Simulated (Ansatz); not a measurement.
# K7Te4Se12: the cost of one run

Method: DFT PBEsol, plane waves, PAW, scalar-relativistic, no spin polarisation, in Ansatz 0.2.0.

### 1 The starting structure

The cell holds 23 atoms (K7Se12Te4): a = 10.478 Å, b = 6.767 Å, c = 13.506 Å, α = 90.00°, β = 105.31°, γ = 90.00°.

The coordinates stand in the first input below.

### 2 Run 1

170 steps of 3 fs under a Langevin thermostat at 700 K.

Contents of input.yaml:

```yaml
crystal:
  lattice:
    - [10.478257, 0.0, 0.0]
    - [0.0, 6.766711, 0.0]
    - [-3.566688, 0.0, 13.02654]
  atoms:
    - { symbol: K, position: [0.5076635, 0.7517021, 0.124748] }
    - { symbol: K, position: [0.4923365, 0.2517021, 0.375252] }
    - { symbol: K, position: [0.4923365, 0.2482979, 0.875252] }
    - { symbol: K, position: [0.5076635, 0.7482979, 0.624748] }
    - { symbol: K, position: [0.160435, 0.2560564, 0.0459899] }
    - { symbol: K, position: [0.839565, 0.7560564, 0.4540101] }
    - { symbol: K, position: [0.160435, 0.2439435, 0.5459899] }
    - { symbol: Te, position: [0.7881098, 0.2865055, 0.1655637] }
    - { symbol: Te, position: [0.7881098, 0.2134945, 0.6655637] }
    - { symbol: Te, position: [0.2118902, 0.7134945, 0.8344363] }
    - { symbol: Te, position: [0.2118902, 0.7865055, 0.3344363] }
    - { symbol: Se, position: [0.8380977, 0.8478461, 0.7027768] }
    - { symbol: Se, position: [0.5358671, 0.2547896, 0.1339296] }
    - { symbol: Se, position: [0.1619023, 0.3478461, 0.7972232] }
    - { symbol: Se, position: [0.1619023, 0.1521539, 0.2972232] }
    - { symbol: Se, position: [0.8221889, 0.254599, 0.4858265] }
    - { symbol: Se, position: [0.4641329, 0.7547896, 0.3660704] }
    - { symbol: Se, position: [0.4641329, 0.7452104, 0.8660704] }
    - { symbol: Se, position: [0.5358671, 0.2452104, 0.6339296] }
    - { symbol: Se, position: [0.8221889, 0.245401, 0.9858265] }
    - { symbol: Se, position: [0.1778111, 0.754599, 0.0141735] }
    - { symbol: Se, position: [0.1778111, 0.7454009, 0.5141735] }
    - { symbol: Se, position: [0.8380977, 0.6521539, 0.2027768] }
total_charge: -1
basis:
  ecutwfc: 420.0
kpoints:
  mp_grid: { grid: [1, 2, 1] }
hamiltonian:
  xc: pbesol
scf:
  occupations: { method: fermi_dirac, width: 0.05 }
  lower_state_search: "off"
md:
  timestep: 3.0
  n_steps: 170
  ensemble: nvt_langevin
  temperature: 700.0
  initial_velocities: maxwell_boltzmann
  seed: 89120
  friction: 0.02
```

The run is started by

```sh
$ ansatz run input.yaml --threads 2 --pin off --max-ram 5120MiB --backend cpu --events-out ev --progress --plain --runs-dir out
```

**Question.** How long does this run take on 2 threads of Intel Xeon at 2.80GHz (Skylake/Cascade Lake), shared host, and how much memory does it need?

About 22 min, with a peak of 2.1 GiB.
